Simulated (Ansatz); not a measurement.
**CoHO+ (doublet): wave-function methods side by side, def2-QZVPP**

One table from this session's results is given with a row withheld; the runs are named, their logs left out.

Method: def2-QZVPP, core rule «outside noble gas», up to 10 orbitals frozen; program: Ansatz 0.2.0, Gaussian basis.

The runs, in order: UHF; ROHF; CCSD(T) on UHF.

2 further runs of the same task are left out: 2 set aside as unsound or not needed.

## The system

The geometry is a PBE0/def2-TZVP stationary point (not a proven minimum) of the parent state, kept for this charge and spin.

3 atoms, charge 1, spin multiplicity 2.

Atoms are counted from 1 here; the program's logs count them from 0.

Bond lengths: Co1–O2 1.717 Å, O2–H3 0.966 Å. Angles: Co1–O2–H3 111.2°.

Set-up of the first run:

File in.yaml:

```yaml
crystal:
  periodic: [false, false, false]
  atoms:
    - {symbol: Co, position_ang: [0.000000, 0.016178, 0.389046]}
    - {symbol: O, position_ang: [0.000000, -0.107788, -1.323644]}
    - {symbol: H, position_ang: [0.000000, 0.765063, -1.736447]}
basis:
  gaussian: {orbitals: "def2-QZVPP.json"}
total_charge: 1
magnetization: {spin_polarized: true, initial_magnetization: 1}
hamiltonian: {xc: hf}
output: {orbitals: {seedname: orbitals}}
```

Command:

```sh
> ansatz run in.yaml --threads 1 --pin off --events-out ev --progress --plain --max-ram 4096MiB --backend cpu
```

Steps of the session up to this table: UHF; ROHF; CCSD(T) on UHF.

One of the session's tables, all rows but one given; the rest of the session is left out.

```
  method  from UCCSD(T) (meV)
    ROHF             +16713.4
     UHF             +15666.8
    UMP2              +1141.0
   UCCSD                    ?
UCCSD(T)                    0
```

**Question.** Estimate the row for UCCSD.

The run gave: from UCCSD(T) (meV): +851.9. In the column «from UCCSD(T) (meV)» it lies between UCCSD(T) (0) and UMP2 (+1141.0).

The program flags UCCSD(T) as in doubt (see the logs), so the zero of the table is itself unsure.

Limits of these values: The determinant is far from a pure spin state, so its energy mixes those of several spin states (harmless only where they are near-degenerate, as at dissociation). The program flags UCCSD(T) as in doubt, so the zero of the table is itself unsure.
